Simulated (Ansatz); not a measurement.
# WS2 (Tungstenite): a point defect seen from the nuclei (F on an S site), part 3 of 3

How do the nuclei near a point defect see it? The defect is F on an S site in WS2 (Tungstenite) (cell charge 0), first unrelaxed. The cell is a supercell built from a structure deposited in the COD (the entry's cell lengths or inner coordinates differ somewhat from later room-temperature determinations). Planned: a single point, then a relaxation, then a check of chi_scale with hubbard.

Ansatz 0.2.0; DFT, PBE, plane-wave PAW, default files, scalar-relativistic, as far as a step names no other.

## Step 4: Trying other settings (scf.initial_density.chi_scale = 0.3, hamiltonian.hubbard changed)

The COD entry's cell or inner coordinates are ideal or old and differ from later refinements, so a difference from it is no clean test against experiment.

File input.yaml:

```yaml
crystal:
  lattice:
    - [6.36, 0.0, 0.0]
    - [-4.77, 8.261882352, 0.0]
    - [0.0, 0.0, 12.5]
  atoms:
    - { symbol: W, position: [0.1666666666, 0.2222222222, 0.25] }
    - { symbol: W, position: [0.1666666666, 0.5555555556, 0.25] }
    - { symbol: W, position: [0.1666666666, 0.8888888889, 0.25] }
    - { symbol: W, position: [0.6666666666, 0.2222222222, 0.25] }
    - { symbol: W, position: [0.6666666666, 0.5555555556, 0.25] }
    - { symbol: W, position: [0.6666666666, 0.8888888889, 0.25] }
    - { symbol: W, position: [0.3333333334, 0.1111111111, 0.75] }
    - { symbol: W, position: [0.3333333334, 0.4444444444, 0.75] }
    - { symbol: W, position: [0.3333333334, 0.7777777778, 0.75] }
    - { symbol: W, position: [0.8333333334, 0.1111111111, 0.75] }
    - { symbol: W, position: [0.8333333334, 0.4444444444, 0.75] }
    - { symbol: W, position: [0.8333333334, 0.7777777778, 0.75] }
    - { symbol: F, position: [0.1666666666, 0.2222222222, 0.625], spin: 1.0 }
    - { symbol: S, position: [0.1666666666, 0.5555555556, 0.625] }
    - { symbol: S, position: [0.1666666666, 0.8888888889, 0.625] }
    - { symbol: S, position: [0.6666666666, 0.2222222222, 0.625] }
    - { symbol: S, position: [0.6666666666, 0.5555555556, 0.625] }
    - { symbol: S, position: [0.6666666666, 0.8888888889, 0.625] }
    - { symbol: S, position: [0.3333333334, 0.1111111111, 0.125] }
    - { symbol: S, position: [0.3333333334, 0.4444444444, 0.125] }
    - { symbol: S, position: [0.3333333334, 0.7777777778, 0.125] }
    - { symbol: S, position: [0.8333333334, 0.1111111111, 0.125] }
    - { symbol: S, position: [0.8333333334, 0.4444444444, 0.125] }
    - { symbol: S, position: [0.8333333334, 0.7777777778, 0.125] }
    - { symbol: S, position: [0.1666666666, 0.2222222222, 0.875] }
    - { symbol: S, position: [0.1666666666, 0.5555555556, 0.875] }
    - { symbol: S, position: [0.1666666666, 0.8888888889, 0.875] }
    - { symbol: S, position: [0.6666666666, 0.2222222222, 0.875] }
    - { symbol: S, position: [0.6666666666, 0.5555555556, 0.875] }
    - { symbol: S, position: [0.6666666666, 0.8888888889, 0.875] }
    - { symbol: S, position: [0.3333333334, 0.1111111111, 0.375] }
    - { symbol: S, position: [0.3333333334, 0.4444444444, 0.375] }
    - { symbol: S, position: [0.3333333334, 0.7777777778, 0.375] }
    - { symbol: S, position: [0.8333333334, 0.1111111111, 0.375] }
    - { symbol: S, position: [0.8333333334, 0.4444444444, 0.375] }
    - { symbol: S, position: [0.8333333334, 0.7777777778, 0.375] }
magnetization:
  spin_polarized: true
kpoints:
  mp_grid: { grid: [4, 3, 2] }
scf:
  occupations: { method: fermi_dirac, width: 0.01 }
  initial_density: { chi_scale: 0.3 }
hamiltonian:
  xc: pbe
  pseudopotentials: { kind: paw }
  hubbard: { sites: [{ species: W, l: d, u_eff: 3.0 }], double_counting: amf }
output:
  forces: true
  stress: true
  populations: true
  efg: { quadrupole_moments_barn: { S: -0.0694 }, contact_densities: true }
```

Command:

```
$ ansatz run input.yaml --threads 4 --pin off --max-ram 10240MiB --backend cpu --events-out ev --progress --plain --runs-dir out
```

Standard output:

```text
Warning: RAYON_NUM_THREADS=4 ignored (pool sized by the plan → 4); use --threads N
W: projections on atomic orbitals take those of the free atom [Kr 4d10 4f14] 5s2 5p6 5d4 6s2, of charge +0.00 (hamiltonian.pseudopotentials.projection_atoms); the dataset's partial waves leave at most 6.5e-5 of an orbital's norm unspanned inside its sphere
F: projections on atomic orbitals take those of the free atom [He] 2s2 2p5, of charge +0.00 (hamiltonian.pseudopotentials.projection_atoms); the dataset's partial waves leave at most 1.6e-8 of an orbital's norm unspanned inside its sphere
S: projections on atomic orbitals take those of the free atom [Ne] 3s2 3p4, of charge +0.00 (hamiltonian.pseudopotentials.projection_atoms); the dataset's partial waves leave at most 1.6e-7 of an orbital's norm unspanned inside its sphere
W: output.efg is read without spin–orbit coupling, which moves field gradients at and beside such atoms by some per cent and up to a factor of two; PAW files take it under magnetization.noncollinear and magnetization.spin_orbit
Engine: ansatz 0.2.0, aarch64-unknown-linux-gnu
Pseudopotentials: kind: paw
Pseudopotential: W, paw, valence charge 14, recommended cutoff 420 eV (normal), W.paw.azcp
Pseudopotential: F, paw, valence charge 7, recommended cutoff 420 eV (normal), F.paw.azcp
Pseudopotential: S, paw, valence charge 6, recommended cutoff 420 eV (normal), S.paw.azcp
Functional definition: PBE
  parameter kappa = 0.804
  parameter beta = 0.06672455060314922
  exchange = pbe_x(kappa = kappa, mu = beta*pi^2/3)
  correlation = pbe_c(beta = beta)
Crystal: 36 atoms, lattice volume = 656.820 Å³
Basis set: ecut = 420 eV, 12797 PW (Γ), exchange–correlation on 90×128×180 points (8 copies of the dense FFT grid, shifted against one another)
Bands: 193, of which v1, the nominal top of the filled ones, is band 157 counted from 1 (156 counted from 0)
Symmetry: 1 space group operations
Space group: P1 (ITA 1), of the structure as read, at distance tolerance 8.7e-5 Å
Magnetic group: BNS 1.1 (UNI 1), of the structure as read, at distance tolerance 8.7e-5 Å
k-points: 14 of 24 (time reversal used)
Non-local potential: W, projectors of the file, l = 0: 3, l = 1: 2, l = 2: 2, l = 3: 1
Non-local potential: F, projectors of the file, l = 0: 2, l = 1: 2, l = 2: 1
Non-local potential: S, projectors of the file, l = 0: 2, l = 1: 2, l = 2: 2
PAW form: soft (Blöchl's): semilocal exchange-correlation on the pseudo side does not see the compensation charge
PAW one-centre angular grid: W, 590 points (default); XC on 64 Gauss nodes
PAW one-centre angular grid: F, 110 points (default); XC on 64 Gauss nodes
PAW one-centre angular grid: S, 110 points (default); XC on 64 Gauss nodes
Starting moments: Σ|m| = 1 μB on 1 of 36 sites
Initial wavefunctions: pseudopotential atomic-orbital guess
Functional: x = pbe(κ = 0.804, μ = 0.2195149727645171), c = pbe(β = 0.06672455060314922)
SCF iter   1: F=—  HF=-146467.930884 eV  |F-HF|=—  |Δ(HF+E_count)|=         —  Δρ=1.61e-1 (↑1.61e-1 ↓1.35e-1)  dr2=3.22e3  dr2_m=1.26e0  M=0.000 μB ∫|m|=0.004 μB  β_m=0.30  ethr=3.10e-3  ⟨swp⟩=8.1  Hψ=26982  notcnv=0  defer=134
preconditioner: auto → Kerker (q_TF=auto, 2.411 Å⁻¹)  [metal: Δε(μ)=0.004 eV  Ē_g=8.792 eV  σ=0.010 eV  W_gap=0.10  n_scr=158 (ndim 8)  ℏωp=21.3 eV  f_vac=0.009  D(μ)=21.65/eV (n_scr^D=162)]
spin=Collinear: Kerker preconditioning applied to the charge; magnetization (m = ρ↑ − ρ↓) channel mixes plain (no charge-response kernel on spin).
SCF iter   2: F=—  HF=-146284.970219 eV  |F-HF|=—  |Δ(HF+E_count)|=    1.83e2  Δρ=9.25e-2 (↑9.25e-2 ↓7.42e-2)  dr2=8.21e2  dr2_m=5.91e-1  M=-0.000 μB ∫|m|=0.047 μB  β_m=0.30  ethr=3.10e-3  ⟨swp⟩=5.4  Hψ=21703  notcnv=0  defer=753
SCF iter   3: F=—  HF=-146237.185090 eV  |F-HF|=—  |Δ(HF+E_count)|=    4.78e1  Δρ=8.09e-2 (↑7.15e-2 ↓8.09e-2)  dr2=1.33e2  dr2_m=2.24e-1  M=-0.024 μB ∫|m|=0.088 μB  β_m=0.30  ethr=3.10e-3  ⟨swp⟩=17.0  Hψ=53507  notcnv=0  defer=786
[... 5 lines left out ...]
[... 76 lines left out ...]
  atom  18  S  V_zz =    -4.280978   η = 0.3770   by run symmetry: allowed   C_q = +7.1838 MHz
            electrostatic potential = -1637.904218 V   contact ρ = 19770.510250 e/Å³   contact ρ_s (e/Å³): all electrons +0.028808, valence +0.030519
  atom  19  S  V_zz =    -4.796050   η = 0.0022   by run symmetry: allowed   C_q = +8.0482 MHz
            electrostatic potential = -1637.969735 V   contact ρ = 19770.513862 e/Å³   contact ρ_s (e/Å³): all electrons +0.027645, valence +0.027401
  atom  20  S  V_zz =    -4.801066   η = 0.0058   by run symmetry: allowed   C_q = +8.0566 MHz
            electrostatic potential = -1637.969169 V   contact ρ = 19770.518487 e/Å³   contact ρ_s (e/Å³): all electrons +0.035149, valence +0.034820
  atom  21  S  V_zz =    -4.759831   η = 0.0012   by run symmetry: allowed   C_q = +7.9874 MHz
            electrostatic potential = -1637.967721 V   contact ρ = 19770.484308 e/Å³   contact ρ_s (e/Å³): all electrons +0.003764, valence +0.003836
  atom  22  S  V_zz =    -4.786008   η = 0.0030   by run symmetry: allowed   C_q = +8.0313 MHz
            electrostatic potential = -1637.968951 V   contact ρ = 19770.505514 e/Å³   contact ρ_s (e/Å³): all electrons +0.007514, valence +0.007501
  atom  23  S  V_zz =    -4.732251   η = 0.0037   by run symmetry: allowed   C_q = +7.9411 MHz
            electrostatic potential = -1637.967850 V   contact ρ = 19770.480724 e/Å³   contact ρ_s (e/Å³): all electrons +0.019144, valence +0.019026
  atom  24  S  V_zz =    -4.750783   η = 0.0028   by run symmetry: allowed   C_q = +7.9722 MHz
            electrostatic potential = -1637.966838 V   contact ρ = 19770.482003 e/Å³   contact ρ_s (e/Å³): all electrons +0.002203, valence +0.002278
  atom  25  S  V_zz =    -4.082554   η = 0.0556   by run symmetry: allowed   C_q = +6.8509 MHz
            electrostatic potential = -1637.859482 V   contact ρ = 19770.645816 e/Å³   contact ρ_s (e/Å³): all electrons -0.012967, valence -0.008702
  atom  26  S  V_zz =    -5.267385   η = 0.3871   by run symmetry: allowed   C_q = +8.8391 MHz
            electrostatic potential = -1637.784924 V   contact ρ = 19770.724114 e/Å³   contact ρ_s (e/Å³): all electrons +0.013350, valence +0.014229
  atom  27  S  V_zz =    -5.110880   η = 0.3394   by run symmetry: allowed   C_q = +8.5765 MHz
            electrostatic potential = -1637.817367 V   contact ρ = 19770.698427 e/Å³   contact ρ_s (e/Å³): all electrons -0.000218, valence +0.001000
  atom  28  S  V_zz =    -5.511115   η = 0.3697   by run symmetry: allowed   C_q = +9.2481 MHz
            electrostatic potential = -1637.757715 V   contact ρ = 19770.862505 e/Å³   contact ρ_s (e/Å³): all electrons +0.010222, valence +0.011103
  atom  29  S  V_zz =    -5.234661   η = 0.3844   by run symmetry: allowed   C_q = +8.7842 MHz
            electrostatic potential = -1637.793061 V   contact ρ = 19770.718695 e/Å³   contact ρ_s (e/Å³): all electrons +0.017189, valence +0.017758
  atom  30  S  V_zz =    -4.908823   η = 0.3287   by run symmetry: allowed   C_q = +8.2374 MHz
            electrostatic potential = -1637.840297 V   contact ρ = 19770.692189 e/Å³   contact ρ_s (e/Å³): all electrons +0.003848, valence +0.004893
  atom  31  S  V_zz =    -4.947924   η = 0.0185   by run symmetry: allowed   C_q = +8.3030 MHz
            electrostatic potential = -1637.989309 V   contact ρ = 19770.661086 e/Å³   contact ρ_s (e/Å³): all electrons +0.050085, valence +0.049535
  atom  32  S  V_zz =    -4.953810   η = 0.0214   by run symmetry: allowed   C_q = +8.3129 MHz
            electrostatic potential = -1637.988123 V   contact ρ = 19770.662755 e/Å³   contact ρ_s (e/Å³): all electrons +0.050436, valence +0.049917
  atom  33  S  V_zz =    -4.740960   η = 0.0033   by run symmetry: allowed   C_q = +7.9557 MHz
            electrostatic potential = -1637.962510 V   contact ρ = 19770.501345 e/Å³   contact ρ_s (e/Å³): all electrons +0.002160, valence +0.002142
  atom  34  S  V_zz =    -4.947781   η = 0.0196   by run symmetry: allowed   C_q = +8.3028 MHz
            electrostatic potential = -1637.989103 V   contact ρ = 19770.654837 e/Å³   contact ρ_s (e/Å³): all electrons +0.035022, valence +0.034673
  atom  35  S  V_zz =    -4.712855   η = 0.0025   by run symmetry: allowed   C_q = +7.9086 MHz
            electrostatic potential = -1637.963936 V   contact ρ = 19770.510674 e/Å³   contact ρ_s (e/Å³): all electrons -0.000931, valence -0.000850
  atom  36  S  V_zz =    -4.729178   η = 0.0033   by run symmetry: allowed   C_q = +7.9360 MHz
            electrostatic potential = -1637.963738 V   contact ρ = 19770.513816 e/Å³   contact ρ_s (e/Å³): all electrons +0.006886, valence +0.006838
--- Band table (eV; the first three rows and the last of 28) ---
[... 4 lines left out ...]
Occupation matrices written to <dir>
--- Löwdin populations: 36 sites ---
  site symbol       q [e]    m [muB]
[... 36 lines left out ...]
  spilling = 0.008884 (of n_electrons = 313.000000)
```

Run time: 11 min. Hardware: 4 threads of Arm Neoverse V2, shared host; peak memory 4.7 GiB.

At the end: no gap over 0.1 eV on the mesh, largest force 0.877 eV/Å, pressure 1.4 GPa, net moment 0.85 μB.

What changed since step 2 (V_zz in 10²¹ V/m²; 11 of 35 rows, with the four largest changes of size):

```
site  atoms  V_zz, PBE  V_zz, new settings  η, PBE  η, new settings  m, PBE (μB)  m, new settings (μB)
   F     13      -2.85               -2.60    0.23             0.22         0.05                  0.07
  W8      8      -26.4               -29.4    0.87             0.75         0.06                  0.08
 W10     10      -23.3               -22.7    0.83             0.74         0.09                  0.17
  W7      7      -23.4               -26.0    0.83             0.76         0.08                  0.12
 S25     25      -3.93               -4.08    0.06             0.06         0.00                  0.01
 S15     15      -4.03               -4.29    0.44             0.34         0.00                  0.00
 S18     18      -4.03               -4.28    0.41             0.38         0.00                  0.01
 S17     17      -4.14               -4.47    0.37             0.28         0.00                  0.00
 S14     14      -4.08               -4.34    0.41             0.33         0.00                  0.00
  W1      1     -18.01              -19.82    0.00             0.00         0.00                  0.00
  W2      2     -17.80              -19.61    0.00             0.01         0.00                  0.00
```

The sizes of the gradients above 0.15 moved by 4 % in the median, 12 % at the site that moves most (small gradients counted from 0.15; W8, -26.4 to -29.4).

## Step 5: What came out

What follows sums up all 3 parts.

```
                                                                                                   quantity                                                                                                                         value
                                                                                             state (step 3)                                       gap on the mesh 0.30 eV, largest force 0.016 eV/Å, pressure 1.2 GPa, net moment 1.00 μB
                                                                           V_zz by site, step 3 (10²¹ V/m²)                                        F -9.58, W10 -21.5, W8 -22.2, W7 -18.85, S14 -4.22, S16 -3.92, S25 -4.86, S18 -3.98, …
                                                                                largest C_Q in size, step 3                                                                                                          8.16 MHz, ³³S at S25
                                                                       step 3 (ions relaxed) against step 2  3.0 % in the median, over a factor of two at the site that moves most (small gradients counted from 0.15; F, -2.85 to -9.58)
step 4 (scf.initial_density.chi_scale = 0.3, hamiltonian.hubbard changed) against step 2, before relaxation                   4 % in the median, 12 % at the site that moves most (small gradients counted from 0.15; W8, -26.4 to -29.4)
```

Site W8 (1 F at 2.17 Å, 5 S at 2.40–2.41 Å) carries the largest gradient. The cell carries 1 unpaired electron. Relaxing moved atoms by up to 0.37 Å and single gradients by over a factor of two at the worst site (3.0 % in the median) (gradients over 0.15 counted), though the net moment changed too. The defect repeats with the cell of 36 atoms, so it feels its images: sites between two images don't show the values beside a lone defect, and zeros or small values of η there can come from the images' arrangement. S and W carry a gradient in the pure host already, so the values there aren't the defect's effect alone. The gap, too, lacks spin–orbit coupling.
